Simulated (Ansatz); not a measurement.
**BH₉OSi₂: how energies converge with the basis set**

How large a basis does BH₉OSi₂ need? Two functionals are run in growing sets.

Computed with Ansatz 0.2.0, Gaussian basis. Level: one geometry, several basis sets.

Plan: PBE0-D4/def2-SVP; ωB97M-V/def2-SVP; PBE0-D4/def2-QZVPP; ωB97M-V/def2-QZVPP; the functionals' def2-TZVPP values are taken from earlier runs.

## (1) The geometry

All runs share one geometry, relaxed beforehand with PBE0-D4 in a triple-zeta def2 set.

SMILES `[BH3-][O+]([SiH3])[SiH3]`, 13 atoms, charge 0, spin multiplicity 1.

Atoms are counted from 1 here; the program's logs count them from 0.

Bond lengths: B1–O2 1.668 Å, B1–H5 1.212 Å, B1–H6 1.212 Å, B1–H7 1.204 Å, O2–Si3 1.686 Å, O2–Si4 1.686 Å, Si3–H8 1.484 Å, Si3–H9 1.477 Å, Si3–H10 1.475 Å, Si4–H11 1.477 Å, Si4–H12 1.484 Å, Si4–H13 1.475 Å. Angles: O2–B1–H5 102.9°, O2–B1–H6 102.9°, O2–B1–H7 104.7°, H5–B1–H6 113.7°, H5–B1–H7 115.2°, H6–B1–H7 115.2°, B1–O2–Si3 110.8°, B1–O2–Si4 110.7°, Si3–O2–Si4 136.0°, O2–Si3–H8 105.2°, O2–Si3–H9 109.2°, O2–Si3–H10 107.7°, H8–Si3–H9 110.4°, H8–Si3–H10 111.3°, H9–Si3–H10 112.7°, O2–Si4–H11 109.2°, O2–Si4–H12 105.2°, O2–Si4–H13 107.7° and more.

## (2) PBE0-D4 in def2-SVP

in.yaml

```yaml
crystal:
  periodic: [false, false, false]
  atoms:
    - {symbol: B, position_ang: [0.074874, 1.365135, -0.721342]}
    - {symbol: O, position_ang: [0.146299, -0.140240, -0.007308]}
    - {symbol: Si, position_ang: [0.660040, -0.018140, 1.594066]}
    - {symbol: Si, position_ang: [-0.694113, -1.275726, -0.927962]}
    - {symbol: H, position_ang: [-0.919512, 1.289778, -1.410696]}
    - {symbol: H, position_ang: [-0.044604, 2.109582, 0.227850]}
    - {symbol: H, position_ang: [1.111076, 1.465898, -1.325348]}
    - {symbol: H, position_ang: [0.857278, -1.417078, 2.048238]}
    - {symbol: H, position_ang: [-0.393438, 0.639441, 2.394111]}
    - {symbol: H, position_ang: [1.930042, 0.731417, 1.600673]}
    - {symbol: H, position_ang: [-2.140409, -0.982892, -0.860121]}
    - {symbol: H, position_ang: [-0.401372, -2.585122, -0.293850]}
    - {symbol: H, position_ang: [-0.165860, -1.216852, -2.303511]}
basis:
  gaussian: {orbitals: def2-SVP}
hamiltonian: {xc: pbe0, dispersion: d4}
output: {orbitals: {seedname: orbitals}}
```

Further steps of the session: ωB97M-V in def2-SVP; PBE0-D4 in def2-QZVPP; ωB97M-V in def2-QZVPP.

**Question.** What will the summary of the whole plan be? Wanted: PBE0-D4: double and triple zeta above quadruple; ωB97M-V: double and triple zeta above quadruple.

As calculated:

| quantity | value |
| --- | --- |
| PBE0-D4: double and triple zeta above quadruple | 9.82, 0.74 eV |
| ωB97M-V: double and triple zeta above quadruple | 10.00, 0.68 eV |

**Reading.** PBE0-D4 gains 9.08 eV from double to triple zeta, then 0.74 eV more. Total energies overstate the basis error of differences, where much of it tends to cancel. The LUMO of ωB97M-V is positive and keeps falling with the basis (1.42 to 0.70 eV): an unbound level that the basis holds in place.
